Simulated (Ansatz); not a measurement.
# RuCl2 under changes of volume

One of the cells (20.829 Å³/atom); the others are scaled copies at fixed shape and fractional positions:

```
Ru Cl
1.0
     3.54969    0.00000    0.00000
    -1.77485    3.07412    0.00000
     0.00000    0.00000    5.72639
Ru Cl
1 2
Direct
  0.00000 0.00000 0.00000
  0.33333 0.66667 0.25200
  0.66667 0.33333 0.74800
```

The cell comes from a database or a generator and needn't be the stable form of this composition.

- Program: Ansatz 0.2.0
- Functional: PBE
- Potentials or basis: Ansatz PAW
- Cutoff: 420 eV (not typed: the program's choice for these potentials)
- k mesh: 9 × 9 × 5
- Occupations: fermi-dirac, width 0.05 eV
- Spin: no spin polarisation

| volume (Å³/atom) | energy over the lowest point (meV/atom) | pressure (GPa) | gap on the mesh (eV) | largest force (eV/Å) |
| --- | --- | --- | --- | --- |
| 19.579 | 0.00 | -1.6 | 0.65 | 1.250 |
| 19.996 | 6.31 | -3.2 | 0.63 | 1.387 |
| 20.413 | ? | ? | ? | ? |
| 20.829 | 30.37 | -5.9 | 0.60 | 1.619 |
| 21.246 | 47.20 | -7.0 | 0.58 | 1.717 |
| 21.662 | 66.70 | -8.0 | 0.57 | 1.804 |
| 22.079 | 88.51 | -8.8 | 0.55 | 1.882 |

Q: What does the run at 20.413 Å³/atom give?

A: Energy over the lowest point 16.60 meV/atom; pressure -4.7 GPa; gap on the mesh 0.62 eV; largest force 1.509 eV/Å.

Worked out: A Birch-Murnaghan fit of order 3 (a polynomial in V^(-2/3)) to the other rows has its minimum at 19.22 Å³/atom, just outside them, with B0 = V·E''(V) = 90 GPa and B' = 5.1 at fixed shape and positions, which overstates the stiffness. It gives 16.61 meV/atom at 20.413 Å³/atom, against the run's 16.60, and -dE/dV = -4.7 GPa, against -4.7. A straight line through the other rows of the gap, of slope -0.812 eV per unit of ln V, gives 0.62 eV, against the run's 0.62.

Energies are extrapolated to zero smearing.

Caveats: odd divisions of the mesh miss points on the zone boundary, where band edges often lie, so the gap on the mesh can be too wide; forces of over 1 eV/Å show positions far from the minimum, so gaps and moduli don't describe the material at rest; this functional lacks dispersion, which binds the layers, so the pressure and a relaxed spacing across them are unreliable (some runs).

A mesh can miss the band edges. Spin-orbit coupling on Ru is left out.
